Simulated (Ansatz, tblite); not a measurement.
# Cd7S7 zinc blende off disc (Cd7S7): rung by rung

The task here is to estimate one member of a computed series from the others.

Program: Ansatz 0.2.0, Gaussian basis. Level of theory: as each input shows. These are calculated values, not measurements.

Levels to be run: GFN1-xTB, GFN2-xTB, PBE-D4/def2-TZVP, r2SCAN-D4/def2-TZVP, HSE06-D4/def2-TZVP, BHLYP-D4/def2-TZVP, LC-ωPBE/def2-TZVP, PBE-D4/def2-SVP, PBE0-D4/def2-SVP, MP2/def2-TZVP, RPA/def2-TZVP.

1 further run of the same task is left out (set aside as unsound or not needed).

## The geometry

The geometry is that of the singlet, from an earlier relaxation (PBE-D4/def2-SVP).

14 atoms, charge 0, spin multiplicity 1.

Bond lengths: Cd1–S8 2.369 Å, Cd1–S9 2.373 Å, Cd2–S10 2.308 Å, Cd2–S11 2.482 Å, Cd3–S8 2.392 Å, Cd3–S10 2.467 Å, Cd3–S14 2.840 Å, Cd4–S11 2.526 Å, Cd4–S14 2.347 Å, Cd5–S12 2.391 Å, Cd5–S13 2.467 Å, Cd5–S14 2.844 Å, Cd6–S9 2.373 Å, Cd6–S12 2.369 Å, Cd7–S11 2.483 Å, Cd7–S13 2.308 Å. Angles: S8–Cd1–S9 173.8°, S10–Cd2–S11 169.3°, S8–Cd3–S10 143.6°, S8–Cd3–S14 100.4°, S10–Cd3–S14 116.0°, S11–Cd4–S14 131.7°, S12–Cd5–S13 143.8°, S12–Cd5–S14 100.5°, S13–Cd5–S14 115.7°, S9–Cd6–S12 173.7°, S11–Cd7–S13 169.2°, Cd1–S8–Cd3 96.4°, Cd1–S9–Cd6 88.8°, Cd2–S10–Cd3 93.7°, Cd2–S11–Cd4 79.5°, Cd2–S11–Cd7 86.2°, Cd4–S11–Cd7 79.5°, Cd5–S12–Cd6 96.5° and more.

Cd takes a core potential in the def2 sets. No spin-orbit coupling is included.

PBE0-D4/def2-TZVP was run before; its log isn't repeated, and its numbers join the tables.

Set-up of the first run:

Tight binding, by tblite at 300 K electronic temperature and without a spin-polarisation term:

```python
tblite.interface.Calculator('GFN1-xTB', numbers, positions, charge=0, uhf=0).singlepoint()
```

Tight binding, by tblite at 300 K electronic temperature and without a spin-polarisation term:

```python
tblite.interface.Calculator('GFN2-xTB', numbers, positions, charge=0, uhf=0).singlepoint()
```

start.molden holds the orbitals of an earlier run on this state, given as this run's starting guess.

Input file in.yaml:

```yaml
crystal:
  periodic: [false, false, false]
  atoms:
    - {symbol: Cd, position_ang: [-3.442881, 1.104609, 0.344540]}
    - {symbol: Cd, position_ang: [1.043468, -3.454644, 0.133019]}
    - {symbol: Cd, position_ang: [-1.839791, -1.800214, -0.918364]}
    - {symbol: Cd, position_ang: [0.815644, -0.810432, 1.926380]}
    - {symbol: Cd, position_ang: [1.806876, 1.835310, -0.914658]}
    - {symbol: Cd, position_ang: [-1.087439, 3.444787, 0.366368]}
    - {symbol: Cd, position_ang: [3.446938, -1.059691, 0.117365]}
    - {symbol: S, position_ang: [-4.018706, -0.814017, -0.920648]}
    - {symbol: S, position_ang: [-3.105518, 3.109001, 1.568208]}
    - {symbol: S, position_ang: [-0.595109, -3.865043, -1.440064]}
    - {symbol: S, position_ang: [2.597901, -2.599946, 1.869566]}
    - {symbol: S, position_ang: [0.847085, 4.024943, -0.872685]}
    - {symbol: S, position_ang: [3.850182, 0.568771, -1.468028]}
    - {symbol: S, position_ang: [-0.318670, 0.316566, 0.208992]}
basis:
  gaussian: {orbitals: def2-TZVP, fitting: {mean_field: def2-universal-jkfit}, initial_orbitals: start.molden}
hamiltonian: {xc: pbe, dispersion: d4}
scf: {omitted_lower_state_checks: [starts]}
output: {forces: true, orbitals: {seedname: orbitals}}
```

Command:

```sh
ansatz run in.yaml --threads 2 --pin off --events-out ev --progress --plain --max-ram 32768MiB --backend cuda --devices 0, --max-vram 18GiB
```

Among the steps run: PBE-D4/def2-TZVP; r2SCAN-D4/def2-TZVP; HSE06-D4/def2-TZVP; BHLYP-D4/def2-TZVP; LC-ωPBE/def2-TZVP; PBE-D4/def2-SVP; PBE0-D4/def2-SVP; MP2/def2-TZVP; RPA/def2-TZVP.

One table of the session follows, with a row left open; its other results are not shown here.

It belongs to the step «Binding energy». 

| level | binding an atom (eV) |
| --- | --- |
| HF/def2-TZVP | ? |
| PBE-D4/def2-SVP | 2.094 |
| PBE-D4/def2-TZVP | 2.058 |
| r2SCAN-D4/def2-TZVP | 2.092 |
| PBE0-D4/def2-SVP | 2.064 |
| PBE0-D4/def2-TZVP | 2.039 |
| HSE06-D4/def2-TZVP | 2.040 |
| BHLYP-D4/def2-TZVP | 1.844 |
| LC-ωPBE/def2-TZVP | 2.036 |
| RPA/def2-TZVP | 1.720 |
| MP2/def2-TZVP | 2.031 |

**Question.** Estimate the row for HF/def2-TZVP.

The run gave: binding an atom (eV): 1.138. In the column «binding an atom (eV)» it is the lowest.

Caveats from the session: Free atoms were run apart at each level; binding is atoms less cluster, divided by the number of atoms, without zero-point or spin-orbit terms.
